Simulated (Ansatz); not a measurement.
The system is LaMnIn.

```
CELL_PARAMETERS angstrom
4.59334 0.00000 0.00000
-2.29667 3.97795 0.00000
0.00000 0.00000 4.09656
ATOMIC_POSITIONS crystal
La 0.00000 0.00000 0.00000
In 0.33333 0.66667 0.50000
Mn 0.66667 0.33333 0.50000
```

The cell comes from a database or a generator and needn't be the stable form of this composition.

Base run:

* Program: Ansatz 0.2.0
* Functional: PBE
* Potentials or basis: Ansatz PAW
* Cutoff: 420 eV (not typed: the program's choice for these potentials)
* k mesh: 6 × 6 × 6
* Occupations: fermi-dirac, width 0.05 eV
* Spin: collinear spin, ferromagnetic start
* Starting moments: [0.0, 0.0, 3.0] μB
* Fixed moment: 3 μB

Its results: pressure 4.8 GPa; site moments La -0.22; In -0.06; Mn +3.51 μB.

Q: The run is repeated on the same cell with these changes: fixed moment from 3 μB to 5 μB; moments at the start from [0.0, 0.0, 3.0] to [0.0, 0.0, 5.0]. What comes out?

A: Pressure 7.1 GPa; site moments La +0.21; In +0.04; Mn +3.89 μB.

Caveats: the total moment is fixed, so each spin has its own Fermi level; the thresholds are loose for stress.
